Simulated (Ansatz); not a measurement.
# Ti: the cost of one run

Method: DFT PBE, scalar-relativistic, plane waves, PAW, in Ansatz 0.2.0.

## 1. The system as given

It takes space group P6_3/mmc (No. 194, hexagonal). Conventional cell: a = 2.950 Å, b = 2.950 Å, c = 4.686 Å, α = 90.00°, β = 90.00°, γ = 120.00°. Around Ti (site symmetry -6m2) lie 12 Ti at 2.90 to 2.95 Å.

As a file:

```cif
data_structure
_symmetry_space_group_name_H-M 'P6_3/mmc'
_symmetry_Int_Tables_number 194
_cell_length_a 2.9500
_cell_length_b 2.9500
_cell_length_c 4.6860
_cell_angle_alpha 90.000
_cell_angle_beta 90.000
_cell_angle_gamma 120.000
_cell_volume 35.32
loop_
_atom_site_label
_atom_site_type_symbol
_atom_site_symmetry_multiplicity
_atom_site_Wyckoff_symbol
_atom_site_fract_x
_atom_site_fract_y
_atom_site_fract_z
_atom_site_occupancy
Ti1 Ti 2 c 0.33333 0.66667 0.25000 1
```

No relaxation comes first: the listed cell is the starting point.

## 2. Zero of energy

The reference gives a free energy of -4999.3423 eV, pressure -1.64 GPa, largest force 0.000 eV/Å and gap on the mesh none (metal). It was computed beforehand with the settings of the runs below.

## 3. Setting up a two-dimensional strain map

The cell is strained by p along both x and y and by q along z, with fractional coordinates fixed.

## 4. At p = -0.030, q = -0.030

Input file input.yaml:

```yaml
crystal:
  lattice:
    - [2.8614979246, 0.0, 0.0]
    - [-1.4307489623, 2.4781298956, 0.0]
    - [0.0, 0.0, 4.54542]
  atoms:
    - { symbol: Ti, position: [0.3333333333, 0.6666666667, 0.25] }
    - { symbol: Ti, position: [0.6666666667, 0.3333333333, 0.75] }
basis:
  ecutwfc: 420
kpoints:
  mp_grid: { grid: [18, 18, 10] }
hamiltonian:
  xc: pbe
scf:
  occupations: { method: gaussian, width: 0.15 }
output:
  forces: true
  stress: true
  eigenvalues: true
```

On the command line:

```
$ ansatz run input.yaml --threads 1 --pin off --max-ram 2560MiB --backend cpu --events-out ev --progress --plain --runs-dir out
```

What time and memory should one allow on 1 thread of Intel Xeon Platinum 8488C (Sapphire Rapids), shared host?

About 4.6 s, with a peak of 0.41 GiB.
